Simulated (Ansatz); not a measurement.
# H₄OSSn (SMILES O[S][SnH3]): one structure at several levels

An exercise on one series of results from a longer session: the logs are not shown, and one member is left open.

Method: single points in def2-TZVPP; program: Ansatz 0.2.0, Gaussian basis.

Correlated methods freeze the cores. Filled d shells of the heavier atoms are correlated. Core potentials replace the inner electrons past krypton, and spin-orbit coupling is left out.

**The system as given**

SMILES `O[S][SnH3]`, 7 atoms, charge 0, spin multiplicity 1.

Atoms are counted from 1 here; the program's logs count them from 0.

Bond lengths: O1–S2 1.722 Å, O1–H4 0.780 Å, S2–Sn3 2.449 Å, Sn3–H5 1.508 Å, Sn3–H6 1.816 Å, Sn3–H7 1.717 Å. Angles: S2–O1–H4 103.8°, O1–S2–Sn3 101.6°, S2–Sn3–H5 112.7°, S2–Sn3–H6 106.7°, S2–Sn3–H7 110.7°, H5–Sn3–H6 109.3°, H5–Sn3–H7 103.2°, H6–Sn3–H7 114.3°.

As a file:

```xyz
7
charge 0, multiplicity 1
O    -1.3225   -1.4810    0.9521
S    -1.5370   -0.4395   -0.4024
Sn    0.5613    0.8236   -0.3886
H    -1.1050   -2.1588    0.6333
H     0.5097    2.0461   -1.2696
H     0.8510    1.3328    1.3304
H     1.8330   -0.1028   -1.0755
```

Set-up of the first run:

File run/in.yaml:

```yaml
crystal:
  periodic: [false, false, false]
  atoms:
    - {symbol: O, position_ang: [-1.322500, -1.481000, 0.952100]}
    - {symbol: S, position_ang: [-1.537000, -0.439500, -0.402400]}
    - {symbol: Sn, position_ang: [0.561300, 0.823600, -0.388600]}
    - {symbol: H, position_ang: [-1.105000, -2.158800, 0.633300]}
    - {symbol: H, position_ang: [0.509700, 2.046100, -1.269600]}
    - {symbol: H, position_ang: [0.851000, 1.332800, 1.330400]}
    - {symbol: H, position_ang: [1.833000, -0.102800, -1.075500]}
basis:
  gaussian: {orbitals: def2-TZVPP}
correlation: {method: ccsd_t}
output: {forces: true}
```

The command line of these runs was not kept.

Steps of the session up to this table: CCSD(T)/def2-TZVPP; PBE0-D4/def2-TZVPP; wB97M-V/def2-TZVPP; r2SCAN-D4/def2-TZVPP; PBE-D4/def2-TZVPP; LC-wPBE/def2-TZVPP; CAM-B3LYP-D4/def2-TZVPP.

One table of the session follows, with a row left open; its other results are not shown here.

| method | RMS force component (eV/Å) | angle to CCSD(T) forces (°) | dipole (D) |
| --- | --- | --- | --- |
| CCSD(T) | 5.900 | reference | 1.78 |
| PBE0-D4 | 5.912 | 1.4 | 1.76 |
| wB97M-V | ? | ? | ? |
| r2SCAN-D4 | 5.894 | 0.7 | 1.67 |
| PBE-D4 | 6.027 | 1.4 | 1.58 |
| LC-wPBE | 5.957 | 2.2 | 1.98 |
| CAM-B3LYP-D4 | 5.881 | 1.2 | 1.89 |

**Question.** Estimate the row for wB97M-V.

**Answer.** RMS force component (eV/Å): 5.889; angle to CCSD(T) forces (°): 1.0; dipole (D): 1.85. In the column «RMS force component (eV/Å)» it lies between CAM-B3LYP-D4 (5.881) and r2SCAN-D4 (5.894).
